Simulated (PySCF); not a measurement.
# C2H7FSSi: the cost of one run

Programs: PySCF 2.14.0, with density-fitted response routines of our own. Each step states its level of theory. These are calculated values for one molecule in the gas phase, unless marked as measured. Atoms are numbered from 0 throughout.

## Step 1: The starting structure

12 atoms, charge 0, multiplicity 1; geometry from: GFN2-xTB. The atoms were then displaced at random by about 0.01 Å, so the start is not that level's minimum.

Bonds of the start (Å): C0–S1 1.85, S1–Si2 2.15, Si2–C3 1.86, C3–F4 1.41, C0–H5 1.08, C0–H6 1.09, C0–H7 1.05, Si2–H8 1.43, Si2–H9 1.48, C3–H10 1.09, C3–H11 1.11.

## Step 2: Geometry optimisation at PBE0-D3(BJ)/def2-SVP

Job settings and geometry (Å):

```
{"job": {"xc": "PBE0", "basis": "def2-SVP", "d3": "d3bj", "grid": 1, "shake": 0.01, "kind": "geom"}, "charge": 0, "multiplicity": 1}
C      2.432540     0.285530     0.076700
S      0.829090     1.102860     0.507240
Si    -0.528040    -0.487590     0.009810
C     -2.212160     0.210980     0.382160
F     -3.193440    -0.771380     0.129050
H      2.392520     0.027300    -0.975490
H      3.202530     1.041650     0.245760
H      2.585790    -0.551330     0.699150
H     -0.369090    -0.802040    -1.380700
H     -0.223750    -1.649450     0.867050
H     -2.511590     1.056700    -0.241110
H     -2.364710     0.508510     1.436070
```

Command:

```
OMP_NUM_THREADS=1 python probes_run.py task.json out
```

This one command runs all jobs of the session in turn.

**Question.** How long does this first job take on 1 thread of Arm Neoverse V1, shared host, and how much memory does it need?

About 33 s, with a peak of 0.46 GiB.
